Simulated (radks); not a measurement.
# The Coulomb parameter U of the 3d shell of Ni³⁺

One table from this session's results is given with a row withheld; the runs are named, their logs left out.

Program: radks (a radial shooting solver on a logarithmic mesh, Libxc functionals) version 1. Level of theory: Dirac Kohn-Sham, PBE, spin-unpolarised, spherical densities, finite nucleus; open shells are shared between the two j in proportion to 2j + 1. These are calculated values, not measurements, unless marked.

## The atom as given

```
element            : nickel (Z = 28)
charge             : +3
electrons          : 25
configuration      : [Ar] 3d5.5 4s1.5
nuclear rms radius : 3.7757 fm
```

The first run:

The run's settings:

```text
Z 28
configuration [Ar] 3d5.5 4s1.5
relativity Dirac
functional pbe,pbe
spin unpolarised
j_filling average
nucleus finite rms 3.7757 fm
c 137.035999084
```

Steps of the session up to this table: Start: [Ar] 3d5.5 4s1.5.

One table of the session follows, with a row left open; its other results are not shown here.

It belongs to the step «Start: [Ar] 3d5.5 4s1.5». Radial moments (bohr):

```
level     <r>  outermost maximum (interpolated)  90 % within  nodes
2p1/2  0.2131                             0.163        0.349      0
2p3/2  0.2163                             0.166        0.354      0
3s1/2  0.7256                             0.635         1.08      2
3p1/2       ?                                 ?            ?      ?
3p3/2  0.7564                             0.642         1.16      1
3d3/2  0.8302                             0.601         1.38      0
3d5/2  0.8336                             0.603         1.38      0
4s1/2   2.020                              1.80         2.94      3
```

Estimate the missing values for 3p1/2.

**Answer.** <r>: 0.7476; outermost maximum (interpolated): 0.635; 90 % within: 1.14; nodes: 1. In the column «<r>» it lies between 3s1/2 (0.7256) and 3p3/2 (0.7564).
